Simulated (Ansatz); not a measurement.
**C₂H₇FInNO: one species, many methods**

The task here is to estimate one member of a computed series from the others.

Method: functionals in def2-TZVPP, the program's frozen cores in correlated methods; program: Ansatz 0.2.0, Gaussian basis.

Levels to be run: PBE-D4, r2SCAN-D4, PBE0-D4, B3LYP-D4, ωB97X-V, ωB97M-V, B2PLYP; CCSD(T)/def2-TZVPP; MP2/def2-QZVPP; extrapolation to the limit.

**The geometry**

The geometry comes from an earlier relaxation with PBE0-D4 in a triple-zeta def2 set; it is a stationary point, not always the lowest conformer. In takes the def2 core potential; no spin-orbit term is included.

SMILES `C[N](C)[In]([OH])[F]`, 13 atoms, charge 0, spin multiplicity 1.

Atoms are counted from 1 here; the program's logs count them from 0.

Bond lengths: C1–N2 1.441 Å, C1–H7 1.099 Å, C1–H8 1.092 Å, C1–H9 1.101 Å, N2–C3 1.442 Å, N2–In4 1.984 Å, C3–H10 1.092 Å, C3–H11 1.101 Å, C3–H12 1.099 Å, In4–O5 1.966 Å, In4–F6 1.958 Å, O5–H13 0.961 Å. Angles: N2–C1–H7 110.5°, N2–C1–H8 111.4°, N2–C1–H9 112.4°, H7–C1–H8 107.4°, H7–C1–H9 107.2°, H8–C1–H9 107.8°, C1–N2–C3 113.8°, C1–N2–In4 123.3°, C3–N2–In4 121.2°, N2–C3–H10 111.1°, N2–C3–H11 112.2°, N2–C3–H12 110.5°, H10–C3–H11 107.9°, H10–C3–H12 107.7°, H11–C3–H12 107.3°, N2–In4–O5 130.7°, N2–In4–F6 116.0°, O5–In4–F6 113.1° and more.

The first run:

File in.yaml:

```yaml
crystal:
  periodic: [false, false, false]
  atoms:
    - {symbol: C, position_ang: [1.161923, -1.108001, -0.253041]}
    - {symbol: N, position_ang: [0.039865, -0.206294, -0.325249]}
    - {symbol: C, position_ang: [-1.031907, -0.677192, -1.167958]}
    - {symbol: In, position_ang: [-0.234982, 1.295323, 0.942021]}
    - {symbol: O, position_ang: [0.968732, 2.076274, 2.286651]}
    - {symbol: F, position_ang: [-1.923586, 2.269633, 0.763053]}
    - {symbol: H, position_ang: [1.585474, -1.276611, -1.253556]}
    - {symbol: H, position_ang: [1.958173, -0.703385, 0.375265]}
    - {symbol: H, position_ang: [0.882359, -2.092532, 0.151891]}
    - {symbol: H, position_ang: [-1.856215, 0.038269, -1.190884]}
    - {symbol: H, position_ang: [-1.433418, -1.644244, -0.829231]}
    - {symbol: H, position_ang: [-0.678905, -0.813753, -2.200132]}
    - {symbol: H, position_ang: [0.562476, 2.842512, 2.701171]}
basis:
  gaussian: {orbitals: def2-TZVPP}
hamiltonian: {xc: pbe, dispersion: d4}
output: {forces: true, orbitals: {seedname: orbitals}}
```

On the command line:

```
ansatz run in.yaml --threads 2 --pin off --events-out ev --progress --plain --max-ram 32768MiB --backend cuda --devices 0, --max-vram 18GiB
```

Among the steps run: PBE-D4 (GGA); r2SCAN-D4 (meta-GGA); PBE0-D4 (hybrid); B3LYP-D4 (hybrid); ωB97X-V (range-separated); ωB97M-V (range-separated); B2PLYP (double hybrid); CCSD(T) in def2-TZVPP; MP2 in def2-QZVPP.

One of the session's tables, all rows but one given; the rest of the session is left out.

It belongs to the step «Atomisation energies». 

| method | atoms, summed (eV) | atomisation energy (eV) |
| --- | --- | --- |
| PBE-D4 | -13562.632 | 48.771 |
| r2SCAN-D4 | -13570.701 | 47.647 |
| PBE0-D4 | -13564.075 | 47.532 |
| B3LYP-D4 | -13575.518 | 47.509 |
| ωB97X-V | -13569.518 | 47.890 |
| ωB97M-V | -13568.344 | 47.776 |
| B2PLYP | ? | ? |
| HF/def2-TZVPP | -13516.544 | 32.910 |
| MP2/def2-TZVPP | -13538.721 | 47.395 |
| CCSD/def2-TZVPP | -13540.982 | 45.631 |
| CCSD(T)/def2-TZVPP | -13541.495 | 46.468 |
| MP2/CBS | -13550.632 | 48.905 |
| CCSD(T)/CBS | -13553.406 | 47.978 |

Estimate the missing values for B2PLYP.

The run gave: atoms, summed (eV): -13561.800; atomisation energy (eV): 47.123. In the column «atoms, summed (eV)» it lies between PBE-D4 (-13562.632) and CCSD(T)/CBS (-13553.406).
